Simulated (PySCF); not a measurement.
# C3H4BF3S: the cost of one run

Computed with PySCF 2.14.0 and routines of our own; the level stands in each step. Atoms count from 0.

### Step 1. The starting structure

12 atoms, charge 0, multiplicity 1; geometry from: GFN2-xTB.

### Step 2. Magnetic properties: GIAO KT3/pcSseg-1

What the job is given:

```
{"job": {"kind": "mag", "xc": "KT3", "basis": "pcSseg-1", "isotopologues": 2}, "charge": 0, "multiplicity": 1}
F      1.711934     1.153764    -1.339634
B      1.632324     0.793425    -0.078275
F      2.615289     1.226090     0.682582
C      0.440686    -0.022805     0.503699
C     -0.111491    -1.251396    -0.190292
F      0.472004    -1.670929    -1.337707
C     -0.906332    -0.003557    -0.215469
S     -2.418639     0.048726     0.752041
H      0.390908    -0.082963     1.585413
H     -0.424086    -2.099398     0.407159
H     -0.961231     0.535743    -1.151110
H     -2.440167     1.372614     0.899696
```

Method: GIAO KT3/pcSseg-1 magnetisability, rotational g tensor and spin-rotation constants, non-relativistic, gas phase.

Run with:

```sh
OMP_NUM_THREADS=1 python excited_run.py task.json out
```

The driver reads the jobs from task.json and runs them one after another.

Q: Estimate the wall time and peak memory of this first job on 1 thread of Arm Neoverse N1, shared host.

About 46 s, with a peak of 0.57 GiB.
